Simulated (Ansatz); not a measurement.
# KFeAs2 (I-4m2) in Ansatz: notebook

The runs below take KFeAs2 through single point, with PBE.

Program: Ansatz 0.2.0. These are calculated values, not measurements. Logs are shortened: lines on timing, memory, paths and dates and some standing lists are left out, and cuts for length are marked.

### Step 1. The structure

It takes space group I-4m2 (No. 119, tetragonal). Conventional cell: a = 3.961 Å, b = 3.961 Å, c = 12.766 Å, α = 90.00°, β = 90.00°, γ = 90.00°. Around As (site symmetry 2mm) lie 2 Fe at 2.23 Å. Around Fe (site symmetry -4m2) lie 4 As at 2.23 Å. Around K (site symmetry -4m2) lie 8 As at 3.54 Å and 4 Fe at 3.76 Å and 4 K at 3.96 Å.

The cell comes from a database or a generator and needn't be the stable form of this composition.

### Step 2. Single point, PBE

Input file input.yaml:

```yaml
crystal:
  lattice:
    - [-1.980368, 1.980368, 6.383019]
    - [1.980368, -1.980368, 6.383019]
    - [1.980368, 1.980368, -6.383019]
  atoms:
    - { symbol: As, position: [0.330738, 0.330738, 0.0] }
    - { symbol: As, position: [0.669262, 0.669262, 0.0] }
    - { symbol: Fe, position: [0.25, 0.75, 0.5] }
    - { symbol: K, position: [0.0, 0.0, 0.0] }
hamiltonian:
  xc: pbe
  pseudopotentials: { kind: paw }
kpoints:
  mp_grid: { grid: [9, 9, 9] }
scf:
  occupations: { method: fermi_dirac, width: 0.05 }
output:
  forces: true
  stress: true
  eigenvalues: true
```

Potentials or basis: Ansatz PAW.

Command:

```bash
> ansatz run input.yaml --threads 2 --pin off --max-ram 5632MiB --backend cpu --events-out ev --progress --plain --runs-dir out
```

The log of the run:

```text
Warning: RAYON_NUM_THREADS=2 ignored (pool sized by the plan → 2); use --threads N
basis.fft_grid_basis auto: the FFT boxes are laid along the combinations [[1, 0, 1], [0, 1, 1], [0, 0, 1]] of the cell's own vectors, 3.961, 3.961 and 6.970 Å long. The dense box has 27×27×48 points. Along the cell's own vectors, as sized, it would have 48×48×48, 3.16 times as many. Of the 8 symmetry operations that the crystal satisfies within crystal.symmetry.tolerance (time reversal apart; of a slab, those that keep its plane) the dense box along the cell's own vectors carries 8, and the one as laid loses 6 of those. basis.fft_grid_basis: typed keeps the cell's own vectors: state it where this run's energies or levels are differenced outside the engine with another run's, or held beside a run that keeps those vectors.
Engine: ansatz 0.2.0, aarch64-unknown-linux-gnu
Pseudopotentials: kind: paw
Pseudopotential: As, paw, valence charge 15, recommended cutoff 420 eV (normal), As.paw.azcp
Pseudopotential: Fe, paw, valence charge 16, recommended cutoff 420 eV (normal), Fe.paw.azcp
Pseudopotential: K, paw, valence charge 9, recommended cutoff 420 eV (normal), K.paw.azcp
Functional definition: PBE
  parameter kappa = 0.804
  parameter beta = 0.06672455060314922
  exchange = pbe_x(kappa = kappa, mu = beta*pi^2/3)
  correlation = pbe_c(beta = beta)
Crystal: 4 atoms, lattice volume = 100.133 Å³
Basis set: ecut = 420 eV, 1977 PW (Γ), FFT grids on a1+a3, a2+a3, a3, exchange–correlation on 54×54×96 points (8 copies of the dense FFT grid, shifted against one another)
Bands: 33, of which v1, the nominal top of the filled ones, is band 28 counted from 1 (27 counted from 0)
Symmetry: 8 space group operations
Space group: I-4m2 (ITA 119), of the structure as read, at distance tolerance 4.6e-5 Å
k-points: 75 of 729 (time reversal used)
Non-local potential: As, projectors of the file, l = 0: 2, l = 1: 2, l = 2: 3, l = 3: 1
Non-local potential: Fe, projectors of the file, l = 0: 3, l = 1: 2, l = 2: 3, l = 3: 1
Non-local potential: K, projectors of the file, l = 0: 3, l = 1: 2, l = 2: 2
PAW form: soft (Blöchl's): semilocal exchange-correlation on the pseudo side does not see the compensation charge
PAW one-centre angular grid: As, 590 points (default); XC on 64 Gauss nodes
PAW one-centre angular grid: Fe, 590 points (default); XC on 64 Gauss nodes
PAW one-centre angular grid: K, 110 points (default); XC on 64 Gauss nodes
Initial density: superposition of atomic densities (neutral atoms: chi_scale 0, normalization atom), corrected by the library's trained network
Initial wavefunctions: pseudopotential atomic-orbital guess
Functional: x = pbe(κ = 0.804, μ = 0.2195149727645171), c = pbe(β = 0.06672455060314922)
SCF iter   1: F=—  HF=-15730.839259 eV  |F-HF|=—  |Δ(HF+E_count)|=         —  Δρ=6.55e-3  dr2=5.73e-2  ethr=1.77e-3  ⟨swp⟩=6.4  Hψ=9870  notcnv=0
preconditioner: auto → LDOS  [metal: Δε(μ)=0.007 eV  Ē_g=8.894 eV  σ=0.050 eV  W_gap=0.03  n_scr=32 (ndim 8)  ℏωp=18.6 eV  f_vac=0.048  D(μ)=4.23/eV (n_scr^D=32)  β→1.0]
SCF iter   2: F=—  HF=-15730.837323 eV  |F-HF|=—  |Δ(HF+E_count)|=   1.94e-3  Δρ=3.07e-3  dr2=6.63e-3  ethr=1.04e-4  ⟨swp⟩=2.0  Hψ=3501  notcnv=0  defer=18
SCF iter   3: F=—  HF=-15730.837307 eV  |F-HF|=—  |Δ(HF+E_count)|=   1.59e-5  Δρ=1.94e-3  dr2=3.36e-3  ethr=1.21e-5  ⟨swp⟩=2.0  Hψ=3187  notcnv=0  defer=18
SCF iter   4: F=—  HF=-15730.837083 eV  |F-HF|=—  |Δ(HF+E_count)|=   2.25e-4  Δρ=3.15e-4  dr2=1.16e-4  ethr=6.12e-6  ⟨swp⟩=1.2  Hψ=2473  notcnv=0  defer=18
SCF iter   5: F=—  HF=-15730.837064 eV  |F-HF|=—  |Δ(HF+E_count)|=   1.89e-5  Δρ=7.65e-5  dr2=6.77e-6  ethr=2.11e-7  ⟨swp⟩=2.0  Hψ=2971  notcnv=0  defer=18
SCF iter   6: F=—  HF=-15730.837090 eV  |F-HF|=—  |Δ(HF+E_count)|=   2.58e-5  Δρ=4.50e-5  dr2=1.87e-6  ethr=1.23e-8  ⟨swp⟩=2.0  Hψ=3033  notcnv=0  defer=18
SCF iter   7: F=—  HF=-15730.837090 eV  |F-HF|=—  |Δ(HF+E_count)|=   8.54e-8  Δρ=7.86e-6  dr2=1.31e-7  ethr=3.40e-9  ⟨swp⟩=1.9  Hψ=2780  notcnv=0  defer=18
SCF iter   8: F=-15730.837090 eV  HF=-15730.837090 eV  |F-HF|=6.08e-9  |Δ(HF+E_count)|=   1.81e-8  Δρ=3.35e-6  dr2=1.72e-8  ethr=1.82e-10  ⟨swp⟩=5.3  Hψ=8397  notcnv=0
SCF 1 converged in 8 iterations: F = -15730.837090 eV  dr2 = 1.72e-8
SCF converged after 8 iterations
Free energy (F): -15730.837090 eV
Harris-Foulkes:  -15730.837090 eV  (|F-HF|=6.08e-9)
Internal energy: -15730.804819 eV  (E = F + TS)
E sigma→0 (E₀):  -15730.820954 eV
Entropy (-TS):   -0.032271 eV (-8.068 meV/atom)
Fermi energy:    7.556546 eV
--- Per-component energies (eV) ---
  E_band       = -998.557279
  E_kinetic    = 814.816483
  E_local      = -8826.999693  (includes V_loc(G=0)·N_el)
  E_nonlocal   = -1111.909320
  E_hartree    = 4232.002105
  E_xc         = -411.126072
  E_vxc        = -474.657306  (∫ρ·V_xc dr)
  E_paw        = -5818.194491  (= ΣΔE_a)
  E_vpaw       = 136.177670  (= ΣTr[D̂ρ^β])
  E_aug_tail   = 0.000897  (compensation charges beyond the density's cutoff)
  E_ewald      = -4609.394727
  E_smearing   = -0.032271  (= −TS)
  E_closure    = 0.000000  (closes the sum)
  Σ components = -15730.837090   (vs F -15730.837090, Δ=0.00e0)
--- Forces (eV/Å), atoms counted from 1 ---
  atom   1  As     0.00000000     0.00000000     0.07990969
  atom   2  As    -0.00000000     0.00000000    -0.07990969
  atom   3  Fe    -0.00000000     0.00000000     0.00000000
  atom   4  K     -0.00000000     0.00000000    -0.00000000
  max |Σ_I F_I| component: 3.21e-17 eV/Å
--- Stress (GPa, compression-positive) ---
       -0.155535       0.000000      -0.000000
        0.000000      -0.155535       0.000000
       -0.000000       0.000000      -0.014409
  P = ⅓ Tr σ = -0.1085 GPa (-1.085 kbar)
--- Band table (eV; the first three rows and the last of 75) ---
  k-point 0: bands = ["-79.1084", "-45.3081", "-45.3081", "-45.0276", "-27.7760", "-27.7756", "-27.7550", "-27.7550", "-27.7209", "-27.7165", "-27.6629", "-27.6629", "-27.6567", "-27.6550", "-23.0107", "-6.5202", "-6.4610", "-6.4610", "-4.0961", "-2.2530", "4.1023", "4.7839", "4.8768", "4.8768", "6.4490", "6.7570", "6.7570", "7.3903", "10.3876", "10.3876", "10.4522", "11.1258", "11.5708"]
  k-point 1: bands = ["-79.1084", "-45.3083", "-45.3083", "-45.0275", "-27.7757", "-27.7753", "-27.7554", "-27.7548", "-27.7207", "-27.7167", "-27.6637", "-27.6631", "-27.6565", "-27.6551", "-23.0077", "-6.5080", "-6.4922", "-6.4810", "-3.9299", "-2.2743", "4.2174", "4.7250", "4.8006", "4.9128", "5.8415", "6.6881", "6.9282", "7.4076", "9.5682", "9.5733", "10.5966", "12.0684", "12.2562"]
  k-point 2: bands = ["-79.1083", "-45.3088", "-45.3088", "-45.0271", "-27.7749", "-27.7746", "-27.7563", "-27.7541", "-27.7200", "-27.7174", "-27.6658", "-27.6638", "-27.6561", "-27.6552", "-23.0001", "-6.5557", "-6.5314", "-6.4802", "-3.4889", "-2.3198", "4.0396", "4.6321", "4.8309", "5.0756", "5.1383", "6.5764", "6.9387", "7.3846", "8.6570", "8.8442", "10.2206", "12.3609", "13.1878"]
  k-point 74: bands = ["-79.1084", "-45.3083", "-45.3081", "-45.0275", "-27.7758", "-27.7755", "-27.7551", "-27.7551", "-27.7208", "-27.7166", "-27.6634", "-27.6629", "-27.6565", "-27.6552", "-23.0092", "-6.5450", "-6.4886", "-6.4587", "-3.8530", "-2.4425", "4.2193", "4.6790", "4.8824", "5.0079", "6.1918", "6.4731", "7.1159", "7.8766", "9.0184", "9.9536", "10.3757", "11.4572", "11.8478"]
```

Wall time 14 s (2 threads of Arm Neoverse V1, shared host); peak memory 0.44 GiB.

Results:

| Item | Value |
| --- | --- |
| Free energy | -15730.8371 eV |
| Pressure | -0.1 GPa |
| Largest force | 0.080 eV/Å |
| Band gap on the k mesh | none (metal or under the smearing width) |

Forces in eV/Å, atoms in the order of the input:
```
As   0.000  0.000  0.080
As   0.000  0.000 -0.080
Fe   0.000  0.000  0.000
K    0.000  0.000  0.000
```

Levels at points of the mesh, in eV from the Fermi level:
| k point | band 23 | band 24 | band 25 | band 26 | band 27 | band 28 | band 29 | band 30 | band 31 | band 32 |
| --- | --- | --- | --- | --- | --- | --- | --- | --- | --- | --- |
| (0.00, 0.00, 0.00) | -2.68 | -2.68 | -1.11 | -0.80 | -0.80 | -0.17 | 2.83 | 2.83 | 2.90 | 3.57 |

### Step 3. Single point, PBE, collinear spin, ferromagnetic start

input.yaml: that of step 2 with these lines changed.

```diff
@@ -8,3 +8,3 @@
     - { symbol: As, position: [0.669262, 0.669262, 0.0] }
-    - { symbol: Fe, position: [0.25, 0.75, 0.5] }
+    - { symbol: Fe, position: [0.25, 0.75, 0.5], spin: 3.0 }
     - { symbol: K, position: [0.0, 0.0, 0.0] }
@@ -13,2 +13,4 @@
   pseudopotentials: { kind: paw }
+magnetization:
+  spin_polarized: true
 kpoints:
```

Potentials or basis: Ansatz PAW.

Command:

```bash
> ansatz run input.yaml --threads 2 --pin off --max-ram 5632MiB --backend cpu --events-out ev --progress --plain --runs-dir out
```

Run time: 50 s. Hardware: 2 threads of Arm Neoverse V1, shared host; peak memory 0.61 GiB.

Results (log left out):

```
Free energy            : -15730.8496 eV
Pressure               : 0.2 GPa
Largest force          : 0.067 eV/Å
Band gap on the k mesh : none (metal or under the smearing width)
Net moment             : 0.61 μB per cell
Absolute moment        : 0.83 μB per cell
Site moments           : As -0.02; Fe +0.62; K -0.00 μB
```

Forces in eV/Å, atoms in the order of the input:
```
As   0.000  0.000  0.067
As   0.000  0.000 -0.067
Fe   0.000  0.000  0.000
K    0.000  0.000  0.000
```

Stress tensor (GPa, compression positive):
```
0.24 0.00 0.00
0.00 0.24 0.00
0.00 0.00 0.07
```

Levels at points of the mesh, in eV from the Fermi level:
Spin up:
| k point | band 24 | band 25 | band 26 | band 27 | band 28 | band 29 | band 30 | band 31 | band 32 | band 33 |
| --- | --- | --- | --- | --- | --- | --- | --- | --- | --- | --- |
| (0.00, 0.00, 0.00) | -2.86 | -1.43 | -0.86 | -0.86 | -0.59 | 2.70 | 2.70 | 2.73 | 3.53 | 3.97 |
Spin down:
```tsv
k point	band 25	band 26	band 27	band 28	band 29	band 30
(0.00, 0.00, 0.00)	-0.88	-0.80	-0.80	0.12	2.88	2.88
```

Caveat: a cell with one magnetic atom can't hold antiferromagnetic order, which such compounds often take.

### Step 4. Single point, PBE, collinear spin, random start

input.yaml: that of step 3 with these lines changed.

```diff
@@ -8,3 +8,3 @@
     - { symbol: As, position: [0.669262, 0.669262, 0.0] }
-    - { symbol: Fe, position: [0.25, 0.75, 0.5], spin: 3.0 }
+    - { symbol: Fe, position: [0.25, 0.75, 0.5], spin: -1.4 }
     - { symbol: K, position: [0.0, 0.0, 0.0] }
```

Command:

```bash
> ansatz run input.yaml --threads 2 --pin off --max-ram 5632MiB --backend cpu --events-out ev --progress --plain --runs-dir out
```

Wall time 49 s (2 threads of Arm Neoverse V1, shared host); peak memory 0.6 GiB.

Results (log left out):

* Free energy: -15730.8496 eV
* Pressure: 0.2 GPa
* Largest force: 0.067 eV/Å
* Band gap on the k mesh: none (metal or under the smearing width)
* Net moment: -0.61 μB per cell
* Absolute moment: 0.83 μB per cell
* Site moments: As +0.02; Fe -0.62; K +0.00 μB

Forces on the atoms (eV/Å):
```
As   0.000  0.000  0.067
As   0.000  0.000 -0.067
Fe   0.000  0.000  0.000
K    0.000  0.000  0.000
```

Stress tensor (GPa, compression positive):
```
0.24 0.00 0.00
0.00 0.24 0.00
0.00 0.00 0.07
```

Levels at points of the mesh, in eV from the Fermi level:
Spin up:
| k point | band 25 | band 26 | band 27 | band 28 | band 29 | band 30 |
| --- | --- | --- | --- | --- | --- | --- |
| (0.00, 0.00, 0.00) | -0.88 | -0.80 | -0.80 | 0.12 | 2.88 | 2.88 |
Spin down:
| k point | band 24 | band 25 | band 26 | band 27 | band 28 | band 29 | band 30 | band 31 | band 32 | band 33 |
| --- | --- | --- | --- | --- | --- | --- | --- | --- | --- | --- |
| (0.00, 0.00, 0.00) | -2.86 | -1.43 | -0.86 | -0.86 | -0.59 | 2.70 | 2.70 | 2.73 | 3.53 | 3.97 |

Caveat: a cell with one magnetic atom can't hold antiferromagnetic order, which such compounds often take.

### Step 5. Summary

```csv
spin,gap on the mesh (eV),pressure (GPa),moment (μB),largest force (eV/Å)
off,none,-0.1,-,0.08
"collinear, ferromagnetic start",none,0.2,0.61,0.07
"collinear, random start",none,0.2,0.61,0.07
```

Alike in all rows: task single point; level PBE; potentials or basis Ansatz PAW; cell as given; k mesh 9 × 9 × 9; cutoff (eV) 420; smearing fermi-dirac 0.05 eV.

Every run on the cell as given and a fine mesh finds a metal.

Caveats: a cell with one magnetic atom can't hold antiferromagnetic order, which such compounds often take (some runs).

Total energies depend on the potentials used, so only differences within one code and one set of settings carry meaning.
